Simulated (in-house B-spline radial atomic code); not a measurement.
# Tl⁴⁴⁺: excited configurations

Wanted: excitation energies of Tl⁴⁴⁺ as differences of total energies (ΔSCF).

The numbers are computed with in-house B-spline radial atomic code version 1 (Dirac-Hartree-Fock, average of configuration, Fermi nucleus, basis-set limit), except any that are marked as measured or tabulated.

## (1) What is computed

- element: thallium (Z = 81)
- charge: +44
- electrons: 37
- configuration: [Kr] 4d1
- Hamiltonian: Dirac-Coulomb
- nucleus: Fermi, rms radius 5.476 fm

The outer shells:

[Kr] 4d1
```
[Kr] core
4d [↑ ][  ][  ][  ][  ]
```

The boxes draw the filling by Hund's rule, which heavy ions in jj coupling don't follow; these runs average over all states of the configuration.

Input settings:

```ini
Z = 81
electrons = 37.0
configuration = [Kr] 4d1
hamiltonian = dirac
method = hf
spin_polarised = False
nucleus = fermi
rms_radius = 5.4759
mass_number = 205
atomic_mass = 204.974427318
speed_of_light = 137.035999084
```

From the earlier run of the reference: total energy -18988.055603 hartree. Levels, eight at most:

```tsv
orbital	occupation	energy (eV)	<r> (bohr)
3p3/2	4	-5061.13	0.1798
3d3/2	4	-4602.61	0.1565
3d5/2	6	-4500.45	0.1611
4s1/2	2	-2675.63	0.3547
4p1/2	2	-2541.53	0.3512
4p3/2	4	-2389.43	0.3734
4d3/2	0.4	-2204.22	0.3608
4d5/2	0.6	-2172.46	0.3671
```

## (2) Configuration [Kr] 7s1

Input settings:

```ini
Z = 81
electrons = 37.0
configuration = [Kr] 7s1
hamiltonian = dirac
method = hf
spin_polarised = False
nucleus = fermi
rms_radius = 5.4759
mass_number = 205
atomic_mass = 204.974427318
speed_of_light = 137.035999084
```

## (3) Configuration [Kr] 8f1

Changes to the settings of step 2:

```diff
@@ -2,3 +2,3 @@
 electrons = 37.0
-configuration = [Kr] 7s1
+configuration = [Kr] 8f1
 hamiltonian = dirac
```

## (4) Run with [Kr] 8p1

Changes to the settings of step 3:

```diff
@@ -2,3 +2,3 @@
 electrons = 37.0
-configuration = [Kr] 8f1
+configuration = [Kr] 8p1
 hamiltonian = dirac
```

## (5) [Ar] 3d10 4s2 4p5 4d1 5p1

Changes to the settings of step 4:

```diff
@@ -2,3 +2,3 @@
 electrons = 37.0
-configuration = [Kr] 8p1
+configuration = [Ar] 3d10 4s2 4p5 4d1 5p1
 hamiltonian = dirac
```

## (6) Configuration [Kr] 5p1

Changes to the settings of step 5:

```diff
@@ -2,3 +2,3 @@
 electrons = 37.0
-configuration = [Ar] 3d10 4s2 4p5 4d1 5p1
+configuration = [Kr] 5p1
 hamiltonian = dirac
```

Q: How far above the reference does each configuration lie (order and size, in eV)?

The runs gave:

| net move | configuration | energy above the reference (eV) | with Breit, QED, recoil (eV) | largest <r> (bohr) |
| --- | --- | --- | --- | --- |
| 4d → 5p | [Kr] 5p1 | 759.35 | 759.46 | 0.640 |
| 4p → 5p | [Ar] 3d10 4s2 4p5 4d1 5p1 | 1014.80 | 1013.17 | 0.640 |
| 4d → 7s | [Kr] 7s1 | 1481.94 | 1481.36 | 1.31 |
| 4d → 8p | [Kr] 8p1 | 1683.47 | 1682.57 | 1.83 |
| 4d → 8f | [Kr] 8f1 | 1730.57 | 1729.43 | 1.89 |

Quantum defects of the promoted electron, δ = n − ζ/√(−2ε) with ζ = 45 and ε its orbital energy in hartree:

| promotion | δ |
| --- | --- |
| 4d → 5p | 0.603 |
| 4p → 5p | 0.602 |
| 4d → 7s | 0.737 |
| 4d → 8p | 0.583 |
| 4d → 8f | 0.208 |

What this shows: The lowest of them is 4d → 5p at 759.35 eV and the highest 4d → 8f at 1730.57 eV. Of those tabulated, the defect is largest for 7s (0.74) and least for 8f (0.21); at this charge much of the defect is relativistic. Two partly filled shells share a symmetry and can mix in the average, which may lower the energy, for: 4p → 5p. These are averages over configurations, without correlation, not spectroscopic levels.
